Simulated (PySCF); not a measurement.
**C₅H₇Br: a tour of settings**

Aim: see how C₅H₇Br (`BrC=C1CCC1`) answers to the choice of functional, basis, grid and SCF options.

Programs: PySCF 2.14.0, with density-fitted response routines of our own. Each step states its level of theory. These are calculated values for one molecule in the gas phase, unless marked as measured. Atoms are numbered from 0 throughout.

**1. The starting structure**

13 atoms, charge 0, multiplicity 1; geometry from: GFN2-xTB.

Bonds of the start (Å): Br0–C1 1.90, C1–C2 1.32, C2–C3 1.50, C3–C4 1.54, C4–C5 1.54, C5–C2 1.50, C1–H6 1.08, C3–H7 1.09, C3–H8 1.09, C4–H9 1.09, C4–H10 1.09, C5–H11 1.09, C5–H12 1.09.

**2. Shielding tensors: PBE0/pcSseg-1**

Job settings and geometry (Å):

```
{"job": {"kind": "nmr", "xc": "PBE0", "basis": "pcSseg-1"}, "charge": 0, "multiplicity": 1}
Br     2.969273     1.464053     0.444122
C      1.944160    -0.042539    -0.104514
C      0.628958    -0.043838    -0.046163
C     -0.395817     0.958140     0.394974
C     -1.495866    -0.061787     0.042730
C     -0.415218    -1.065161    -0.404904
H      2.545099    -0.865320    -0.454921
H     -0.329988     1.229195     1.448276
H     -0.404323     1.874522    -0.194634
H     -2.164638     0.258158    -0.752340
H     -2.087110    -0.393630     0.892364
H     -0.362636    -1.983088     0.179119
H     -0.436283    -1.328218    -1.461837
```

Method: GIAO PBE0/pcSseg-1 NMR shielding, non-relativistic, gas phase.

Launch:

```console
$ OMP_NUM_THREADS=1 python probes_run.py task.json out
```

This one command runs all jobs of the session in turn.

Standard output:

```text
coarse grid: 50536 points
cycle   1  E = -2767.9832959875  dE = -4.164e-01  |g| = 7.383e-01  |ddm| = 3.448e+00
cycle   2  E = -2767.9759459574  dE =  7.350e-03  |g| = 5.007e-01  |ddm| = 6.200e-01
cycle   3  E = -2768.0027473785  dE = -2.680e-02  |g| = 2.319e-01  |ddm| = 5.734e-01
cycle   4  E = -2768.0155389288  dE = -1.279e-02  |g| = 5.873e-02  |ddm| = 2.445e-01
cycle   5  E = -2768.0162235714  dE = -6.846e-04  |g| = 1.318e-02  |ddm| = 4.823e-02
cycle   6  E = -2768.0162688391  dE = -4.527e-05  |g| = 2.970e-03  |ddm| = 1.791e-02
cycle   7  E = -2768.0162711204  dE = -2.281e-06  |g| = 9.856e-04  |ddm| = 4.607e-03
final grid: 106720 points
cycle   8  E = -2768.0162353653  dE =  1.206e-07  |g| = 1.245e-03  |ddm| = 2.728e-03
cycle   9  E = -2768.0162350141  dE =  3.512e-07  |g| = 1.704e-03  |ddm| = 3.068e-03
cycle  10  E = -2768.0162357449  dE = -7.309e-07  |g| = 1.773e-04  |ddm| = 1.856e-03
cycle  11  E = -2768.0162357524  dE = -7.451e-09  |g| = 1.906e-05  |ddm| = 1.481e-04
cycle  12  E = -2768.0162357525  dE = -1.219e-10  |g| = 8.034e-06  |ddm| = 3.168e-05
converged SCF energy = -2768.0162357525

GIAO shielding tensors (ppm)
atom      isotropic    diamagn.    paramagn.     s11        s22        s33       span
  0 Br    2173.580    3122.431    -948.850   1609.933   2110.813   2799.995   1190.062
  1 C       66.033     248.327    -182.294    -30.527    105.055    123.571    154.098
  2 C       32.356     259.032    -226.676    -72.564     30.366    139.266    211.830
  3 C      156.344     246.130     -89.787    147.670    149.853    171.508     23.838
  4 C      171.532     250.074     -78.543    162.808    170.009    181.778     18.970
  5 C      156.581     246.966     -90.385    145.249    151.092    173.401     28.152
  6 H       25.731      29.853      -4.122     20.644     27.054     29.497      8.853
  7 H       28.842      29.049      -0.207     24.445     29.052     33.028      8.583
  8 H       28.838      29.047      -0.210     24.448     29.048     33.018      8.570
  9 H       29.658      29.519       0.139     26.624     26.849     35.502      8.878
 10 H       29.657      29.527       0.131     26.632     26.849     35.490      8.857
 11 H       28.823      29.412      -0.590     25.163     27.284     34.021      8.858
 12 H       28.817      29.408      -0.590     25.162     27.283     34.006      8.844
```

Run time: 40 s. Hardware: 1 thread of Arm Neoverse N1, shared host; peak memory 0.85 GiB.

Shifts follow as δ = σ(reference) − σ, with reference shieldings (ppm) from runs at the same level and on the same kind of geometry: ¹H TMS 31.72, ¹³C TMS 186.9, ⁷⁹Br HBr 2622. The references are single molecules in the gas phase. Atoms listed in one row are averaged.

```csv
atoms,environment,σ (ppm),δ (ppm),δ scaled to CDCl3
C2,fully substituted alkene carbon,32.4,154.6,148.9
C1,alkene CH bonded to Br,66.0,120.9,101.2
C3,allylic sp3 CH2,156.3,30.6,27.9
C5,allylic sp3 CH2,156.6,30.3,27.7
C4,sp3 CH2 in a ring,171.5,15.4,13.1
H6,hydrogen on an alkene CH bonded to Br,25.73,5.99,5.75
"H11, H12",hydrogen on an allylic sp3 CH2,28.82,2.90,2.84
"H7, H8",hydrogen on an allylic sp3 CH2,28.84,2.88,2.82
"H9, H10",hydrogen on an sp3 CH2 in a ring,29.66,2.06,2.05
Br0,bromine bonded to C,2174,448,–
```

The scaled column applies a straight-line fit of computed shieldings to shifts measured in CDCl3, with any fitted terms for Cl, Br or S neighbours (root-mean-square error 0.16 ppm for H, 1.9 ppm for C).

Charges from the same density, by scheme (e):

```csv
atoms,Mulliken,IAO,Hirshfeld,ESP fit
Br0,-0.12,-0.01,-0.04,-0.02
C1,-0.10,-0.25,-0.07,-0.65
C2,-0.24,0.02,0.00,0.45
C3,-0.11,-0.28,-0.07,-0.21
C4,-0.24,-0.26,-0.07,0.02
C5,-0.12,-0.28,-0.07,-0.27
```

Mayer bond orders: Br0–C1 1.08, C1–C2 1.78, C2–C3 1.03, C3–C4 1.04, C4–C5 1.04, C5–C2 1.02.

Ring of atoms C2, C3, C4, C5: NICS(0) 3.5, NICS(1) -0.3, NICS(1)zz 3.1 ppm (means of both faces). The ring holds saturated atoms, so no π current runs round it: these values come from its σ bonds, any local π bonds and neighbouring rings, and say nothing of aromaticity.

Orbitals, density, ELF and potential are computed afterwards from the orbital file.

Frontier orbitals at PBE0/pcSseg-1, with the share of their density that lies nearest to each atom:

```csv
orbital,energy (eV),lies on
HOMO,-6.83,"Br0 37 %; C1, C2 about 23 % each"
LUMO,-0.08,"C1, C2 about 28 % each; H6 8 %"
```

ELF in a plane through or near 7 of the atoms.

Values, 10 rows by 14 columns:
```
0.00 0.00 0.00 0.00 0.00 0.00 0.00 0.00 0.00 0.00 0.00 0.00 0.00 0.00
0.00 0.00 0.00 0.03 0.02 0.00 0.00 0.01 0.00 0.00 0.00 0.00 0.00 0.00
0.00 0.01 0.17 0.62 0.67 0.03 0.05 0.15 0.04 0.00 0.00 0.00 0.00 0.00
0.00 0.28 0.69 0.34 0.79 0.10 0.33 0.42 0.43 0.10 0.03 0.00 0.00 0.00
0.01 0.60 0.85 0.53 0.59 0.17 0.82 0.34 0.89 0.57 0.17 0.02 0.00 0.00
0.00 0.36 0.68 0.39 0.55 0.45 0.79 0.50 0.79 0.50 0.15 0.02 0.00 0.00
0.00 0.00 0.01 0.55 0.99 0.50 0.47 0.29 0.42 0.19 0.02 0.00 0.00 0.00
0.00 0.00 0.00 0.93 0.99 0.34 0.04 0.47 0.48 0.04 0.00 0.00 0.00 0.00
0.00 0.00 0.00 0.00 0.01 0.00 0.00 0.03 0.03 0.00 0.00 0.00 0.00 0.00
0.00 0.00 0.00 0.00 0.00 0.00 0.00 0.00 0.00 0.00 0.00 0.00 0.00 0.00
```
The map spans 11.6 Å across and 8.6 Å up, centred on the molecule. Atoms in the plane (x, y in Å): Br0 (-3.2, 1.0), C1 (-1.9, -0.4), C2 (-0.6, -0.2), C3 (0.2, 1.1), C4 (1.5, 0.2), C5 (0.6, -1.1), H6 (-2.4, -1.4).

On the surface of density 0.002 e/bohr³ the electrostatic potential runs, from the 1st to the 99th percentile, from -0.70 V near Br0 to 0.94 V near H6.

**3. TDDFT and polarisability: PBE0/def2-SVPD**

Same as in step 2 but for these lines:

```diff
@@ -1,2 +1,2 @@
-{"job": {"kind": "nmr", "xc": "PBE0", "basis": "pcSseg-1"}, "charge": 0, "multiplicity": 1}
+{"job": {"kind": "uv", "xc": "PBE0", "basis": "def2-SVPD", "nstates": 6, "ntriplets": 2}, "charge": 0, "multiplicity": 1}
 Br     2.969273     1.464053     0.444122
```

Level: TDDFT PBE0/def2-SVPD, vertical, gas phase, core orbitals frozen in the response.

Standard output:

```text
coarse grid: 50536 points
cycle   1  E = -2767.8561656193  dE = -3.271e-01  |g| = 2.983e-01  |ddm| = 6.706e+00
cycle   2  E = -2767.8486693363  dE =  7.496e-03  |g| = 3.434e-01  |ddm| = 1.534e+00
cycle   3  E = -2767.8775233133  dE = -2.885e-02  |g| = 9.230e-02  |ddm| = 8.408e-01
cycle   4  E = -2767.8795370495  dE = -2.014e-03  |g| = 2.782e-02  |ddm| = 2.315e-01
cycle   5  E = -2767.8797182381  dE = -1.812e-04  |g| = 6.773e-03  |ddm| = 6.214e-02
cycle   6  E = -2767.8797301986  dE = -1.196e-05  |g| = 2.647e-03  |ddm| = 1.804e-02
cycle   7  E = -2767.8797318897  dE = -1.691e-06  |g| = 3.733e-04  |ddm| = 6.075e-03
final grid: 106720 points
cycle   8  E = -2767.8796920250  dE = -5.705e-08  |g| = 4.542e-04  |ddm| = 1.171e-02
cycle   9  E = -2767.8796919840  dE =  4.095e-08  |g| = 6.027e-04  |ddm| = 2.620e-03
cycle  10  E = -2767.8796920778  dE = -9.379e-08  |g| = 4.551e-05  |ddm| = 1.523e-03
cycle  11  E = -2767.8796920784  dE = -5.457e-10  |g| = 9.315e-06  |ddm| = 9.376e-05
converged SCF energy = -2767.8796920784

Static polarisability (au): isotropic 80.744, principal 59.308 73.383 109.541

Singlet excitations
state   eV       nm        f      main configurations
  1   5.4546    227.3   0.00106   H->L+1 0.97
  2   6.1238    202.5   0.27348   H->L 0.95
  3   6.4986    190.8   0.00851   H->L+2 0.89, H->L+3 0.10
  4   6.5724    188.6   0.00002   H-1->L 0.99
  5   6.6295    187.0   0.00499   H-1->L+1 0.97
  6   6.9303    178.9   0.00182   H->L+3 0.88, H->L+2 0.09

Triplet excitations (Tamm-Dancoff, eV): 4.0035 4.9526
```

Wall time 52 s (1 thread of Arm Neoverse N1, shared host); peak memory 0.91 GiB.

Frontier orbitals and where they lie:

```csv
orbital,eV,atoms
HOMO−3,-9.14,"Br0 50 %, C1 20 %, C2 6 %"
HOMO−2,-9.11,"C5 22 %, C3 22 %, C2 16 %"
HOMO−1,-8.09,"Br0 83 %, C1 10 %"
HOMO,-6.86,"Br0 36 %, C1 25 %, C2 22 %"
LUMO,-0.15,"C2 28 %, C1 26 %, Br0 9 %"
LUMO+1,0.09,"Br0 61 %, C1 22 %"
LUMO+2,0.74,"C4 15 %, C5 14 %, C3 11 %"
```

With each of the 6 states as a Gaussian band of 0.4 eV half-width at 1/e, the curve within the window shown has maxima at 202 nm (ε 11,000) L/(mol cm). Beyond the last state computed it falls off for lack of states. The curve at chosen wavelengths:

```tsv
nm	ε (L/mol/cm)
171	81
174	171
178	441
181	881
184	1695
188	3612
191	5659
194	7919
198	10393
201	11228
204	10962
208	9182
211	7280
214	5344
217	3659
221	2008
224	1205
227	694
231	319
234	176
237	98
241	47
244	28
247	17
251	9
254	6
```

Leading natural transition orbitals of singlet state 2: the hole lies on Br0 51 %; C2 18 %; C1 15 %; the particle on C1, C2 about 25 % each; H6 10 %; Br0 7 %.

Leading natural transition orbitals of singlet state 1: the hole lies on Br0 38 %; C1, C2 about 24 % each; the particle on Br0 54 %; C1 26 %; H6 7 %.

Further results of this job:

```csv
property,computed
dipole moment (D),2.25
polarisability (Å³),11.96
HOMO–LUMO gap (eV),6.71
−ε(HOMO) (eV),6.86
```

**4. Ultraviolet spectrum: PBE0/def2-SVPD**

Same as in step 3 but for these lines:

```diff
@@ -1,2 +1,2 @@
-{"job": {"kind": "uv", "xc": "PBE0", "basis": "def2-SVPD", "nstates": 6, "ntriplets": 2}, "charge": 0, "multiplicity": 1}
+{"job": {"kind": "uv", "xc": "PBE0", "basis": "def2-SVPD", "nstates": 6, "ntriplets": 0, "tda": false, "grid": 3}, "charge": 0, "multiplicity": 1}
 Br     2.969273     1.464053     0.444122
```

With the program's defaults for keys left out, this is: TDDFT PBE0/def2-SVPD, vertical, gas phase, core orbitals frozen in the response.

Standard output:

```text
coarse grid: 50536 points
cycle   1  E = -2767.8561656193  dE = -3.271e-01  |g| = 2.983e-01  |ddm| = 6.706e+00
cycle   2  E = -2767.8486693363  dE =  7.496e-03  |g| = 3.434e-01  |ddm| = 1.534e+00
cycle   3  E = -2767.8775233133  dE = -2.885e-02  |g| = 9.230e-02  |ddm| = 8.408e-01
cycle   4  E = -2767.8795370495  dE = -2.014e-03  |g| = 2.782e-02  |ddm| = 2.315e-01
cycle   5  E = -2767.8797182381  dE = -1.812e-04  |g| = 6.773e-03  |ddm| = 6.214e-02
cycle   6  E = -2767.8797301986  dE = -1.196e-05  |g| = 2.647e-03  |ddm| = 1.804e-02
cycle   7  E = -2767.8797318897  dE = -1.691e-06  |g| = 3.733e-04  |ddm| = 6.075e-03
final grid: 159672 points
cycle   8  E = -2767.8796924393  dE = -5.673e-08  |g| = 4.532e-04  |ddm| = 1.152e-02
cycle   9  E = -2767.8796923986  dE =  4.076e-08  |g| = 6.014e-04  |ddm| = 2.617e-03
cycle  10  E = -2767.8796924920  dE = -9.339e-08  |g| = 4.533e-05  |ddm| = 1.520e-03
cycle  11  E = -2767.8796924925  dE = -5.457e-10  |g| = 9.291e-06  |ddm| = 9.343e-05
converged SCF energy = -2767.8796924925

Static polarisability (au): isotropic 80.744, principal 59.308 73.383 109.541

Singlet excitations
state   eV       nm        f      main configurations
  1   5.4546    227.3   0.00106   H->L+1 0.97
  2   6.1239    202.5   0.27348   H->L 0.95
  3   6.4987    190.8   0.00851   H->L+2 0.89, H->L+3 0.10
  4   6.5724    188.6   0.00002   H-1->L 0.99
  5   6.6295    187.0   0.00499   H-1->L+1 0.97
  6   6.9303    178.9   0.00182   H->L+3 0.88, H->L+2 0.09
```

Run time: 45 s. Hardware: 1 thread of Arm Neoverse N1, shared host; peak memory 0.99 GiB.

In short: HOMO -6.86 eV, LUMO -0.15 eV; lowest singlet 5.45 eV.

**5. Nuclear shieldings: B97-2/pcseg-1**

Same as in step 4 but for these lines:

```diff
@@ -1,2 +1,2 @@
-{"job": {"kind": "uv", "xc": "PBE0", "basis": "def2-SVPD", "nstates": 6, "ntriplets": 0, "tda": false, "grid": 3}, "charge": 0, "multiplicity": 1}
+{"job": {"kind": "nmr", "xc": "B97-2", "basis": "pcseg-1", "pop": false}, "charge": 0, "multiplicity": 1}
 Br     2.969273     1.464053     0.444122
```

Level: GIAO B97-2/pcseg-1 NMR shielding, non-relativistic, gas phase.

Standard output:

```text
coarse grid: 50536 points
cycle   1  E = -2769.0984898423  dE = -3.597e-01  |g| = 2.798e-01  |ddm| = 3.778e+00
cycle   2  E = -2769.0888198250  dE =  9.670e-03  |g| = 3.478e-01  |ddm| = 6.688e-01
cycle   3  E = -2769.1191374794  dE = -3.032e-02  |g| = 8.885e-02  |ddm| = 4.344e-01
cycle   4  E = -2769.1210189673  dE = -1.881e-03  |g| = 2.542e-02  |ddm| = 1.105e-01
cycle   5  E = -2769.1211707091  dE = -1.517e-04  |g| = 6.625e-03  |ddm| = 2.975e-02
cycle   6  E = -2769.1211820167  dE = -1.131e-05  |g| = 1.896e-03  |ddm| = 1.130e-02
cycle   7  E = -2769.1211829801  dE = -9.633e-07  |g| = 5.538e-04  |ddm| = 3.303e-03
final grid: 106720 points
cycle   8  E = -2769.1210918323  dE =  4.035e-08  |g| = 7.659e-04  |ddm| = 2.411e-03
cycle   9  E = -2769.1210916523  dE =  1.800e-07  |g| = 1.108e-03  |ddm| = 2.413e-03
cycle  10  E = -2769.1210919907  dE = -3.384e-07  |g| = 5.290e-05  |ddm| = 1.466e-03
cycle  11  E = -2769.1210919915  dE = -7.849e-10  |g| = 7.406e-06  |ddm| = 6.815e-05
converged SCF energy = -2769.1210919915

GIAO shielding tensors (ppm)
atom      isotropic    diamagn.    paramagn.     s11        s22        s33       span
  0 Br    2163.256    3123.429    -960.173   1588.611   2107.289   2793.868   1205.257
  1 C       76.307     247.218    -170.911    -11.372    109.270    131.022    142.395
  2 C       43.046     260.035    -216.988    -53.207     38.134    144.212    197.419
  3 C      163.710     244.737     -81.027    152.558    156.745    181.826     29.268
  4 C      177.089     249.835     -72.746    168.257    172.167    190.844     22.587
  5 C      163.870     245.685     -81.814    150.471    158.328    182.812     32.340
  6 H       26.027      30.007      -3.980     21.108     27.151     29.821      8.713
  7 H       29.071      28.956       0.116     24.767     29.315     33.132      8.365
  8 H       29.068      28.954       0.114     24.770     29.311     33.122      8.352
  9 H       29.923      29.607       0.316     26.975     27.207     35.588      8.613
 10 H       29.923      29.614       0.309     26.985     27.207     35.576      8.591
 11 H       29.077      29.293      -0.216     25.489     27.592     34.149      8.660
 12 H       29.072      29.289      -0.217     25.489     27.592     34.135      8.646
```

It took 20 s on 1 thread of Arm Neoverse N1, shared host; peak memory 0.72 GiB.

Key values: δ C2 152.8, C1 119.6, C3 32.2, C5 32.0, H6 5.95, H7 2.91 ppm (means over like atoms).

**6. Shielding tensors: B3LYP/STO-3G**

Same as in step 5 but for these lines:

```diff
@@ -1,2 +1,2 @@
-{"job": {"kind": "nmr", "xc": "B97-2", "basis": "pcseg-1", "pop": false}, "charge": 0, "multiplicity": 1}
+{"job": {"kind": "nmr", "xc": "B3LYP", "basis": "STO-3G", "pop": false, "scf": {"guess": "vsap"}}, "charge": 0, "multiplicity": 1}
 Br     2.969273     1.464053     0.444122
```

With the program's defaults for keys left out, this is: GIAO B3LYP/STO-3G NMR shielding, non-relativistic, gas phase.

Standard output:

```text
final grid: 106720 points
cycle   1  E = -2736.6986388442  dE = -2.308e-01  |g| = 2.033e+00  |ddm| = 5.881e+00
cycle   2  E = -2727.2863689088  dE =  9.412e+00  |g| = 4.116e+00  |ddm| = 1.030e+01
cycle   3  E = -2738.1766538027  dE = -1.089e+01  |g| = 5.757e-01  |ddm| = 9.300e+00
cycle   4  E = -2738.3249249146  dE = -1.483e-01  |g| = 2.399e-01  |ddm| = 1.376e+00
cycle   5  E = -2738.3388903841  dE = -1.397e-02  |g| = 1.352e-01  |ddm| = 5.293e-01
cycle   6  E = -2738.3449487800  dE = -6.058e-03  |g| = 2.542e-02  |ddm| = 2.140e-01
cycle   7  E = -2738.3451446532  dE = -1.959e-04  |g| = 4.853e-03  |ddm| = 3.684e-02
cycle   8  E = -2738.3451551370  dE = -1.048e-05  |g| = 7.904e-04  |ddm| = 9.949e-03
cycle   9  E = -2738.3451553122  dE = -1.752e-07  |g| = 3.456e-04  |ddm| = 1.552e-03
cycle  10  E = -2738.3451553460  dE = -3.382e-08  |g| = 8.859e-05  |ddm| = 4.862e-04
cycle  11  E = -2738.3451553485  dE = -2.563e-09  |g| = 1.029e-05  |ddm| = 1.226e-04
cycle  12  E = -2738.3451553485  dE = -1.000e-11  |g| = 3.005e-06  |ddm| = 1.505e-05
converged SCF energy = -2738.3451553485

GIAO shielding tensors (ppm)
atom      isotropic    diamagn.    paramagn.     s11        s22        s33       span
  0 Br    2605.617    3096.094    -490.477   2303.131   2607.891   2905.828    602.698
  1 C      125.745     254.957    -129.211     51.688    135.687    189.861    138.173
  2 C      117.838     255.766    -137.928     46.114    114.049    193.350    147.236
  3 C      201.032     248.145     -47.112    187.766    195.523    219.808     32.042
  4 C      206.645     247.217     -40.572    195.673    201.785    222.478     26.805
  5 C      200.801     248.207     -47.407    187.921    196.285    218.196     30.275
  6 H       27.828      30.525      -2.696     23.869     29.512     30.104      6.235
  7 H       30.955      31.405      -0.450     25.883     29.996     36.986     11.103
  8 H       30.950      31.409      -0.459     25.881     29.992     36.976     11.095
  9 H       31.478      30.825       0.653     27.555     27.814     39.065     11.510
 10 H       31.478      30.831       0.646     27.564     27.816     39.053     11.489
 11 H       31.041      31.307      -0.266     26.838     28.301     37.984     11.145
 12 H       31.036      31.309      -0.272     26.841     28.296     37.973     11.132
```

Run time: 8.1 s. Hardware: 1 thread of Arm Neoverse N1, shared host; peak memory 0.45 GiB.

Key values: δ C2 115.8, C1 107.9, C5 32.8, C3 32.6, H6 5.30, H7 2.18 ppm (means over like atoms).

**7. Comparing the runs: NMR shifts**

Shifts (ppm) of some atoms, chosen among heavy atoms and hydrogens apart, means over like atoms, with basis size and wall time:

```csv
run,C2,C1,C3,C5,C4,H11,H7,functions,time
PBE0/pcSseg-1,154.6,120.9,30.6,30.3,15.4,2.90,2.88,161,40 s
B97-2/pcseg-1,152.8,119.6,32.2,32.0,18.8,2.91,2.91,132,20 s
B3LYP/STO-3G,115.8,107.9,32.6,32.8,27.0,2.09,2.18,50,8.1 s
```

**8. Summary of results**

| quantity | value |
| --- | --- |
| ¹³C shifts against TMS (PBE0/pcSseg-1) | 154.6, 120.9, 30.6, 30.3, 15.4 ppm |
| ¹H shifts against TMS (PBE0/pcSseg-1, means over atoms taken as alike) | 5.99, 2.90, 2.88, 2.06 ppm |
| ⁷⁹Br shifts against HBr (PBE0/pcSseg-1) | 448 ppm |
| potential on the surface of density 0.002 e/bohr³, 1st and 99th percentile | -0.70 V and 0.94 V |
| lowest singlet (PBE0/def2-SVPD) | 5.45 eV (227 nm), f = 0.001 |
| brightest single state of those computed | state 2, 6.12 eV, f = 0.273 |
| lowest triplet | 4.00 eV |
| range of the shift of C4 (minimal bases aside) | 15.4 to 18.8 ppm |
| property runs in this session | 5, of which 0 failed and 1 gave unsound results |

What this shows: Single values in the summary come from the first sound run of each kind (PBE0/pcSseg-1; PBE0/def2-SVPD), which need not be the best level. C1 stands next to heavy halogen, whose spin-orbit shielding this run leaves out, so the computed shift lies too far downfield, most of all for carbon beside Br or I. The most deshielded hydrogen is H6 (hydrogen on an alkene CH bonded to Br), at 5.99 ppm: attached to an sp2 carbon and in the plane of the double bond. At PBE0/pcSseg-1: The largest span, 1190 ppm, is at Br0, where the paramagnetic term is -949 ppm. The lowest singlet, at 5.45 eV, is HOMO→LUMO+1 0.97 and is weak; of the 6 states computed, the strongest absorption comes from state 2 at 6.12 eV. The lowest triplet lies 1.45 eV below the lowest singlet (triplets in Tamm-Dancoff, singlets in full TDDFT). Leaving out the minimal-basis runs, which are unusable for shieldings: Among the atoms with a shift in every run: In ppm, C4 moves most: its shift spreads over 3.4 ppm, from 15.4 (PBE0/pcSseg-1) to 18.8 (B97-2/pcseg-1). Spin-orbit coupling is left out, which matters for shieldings and couplings at and beside the heavy atoms.
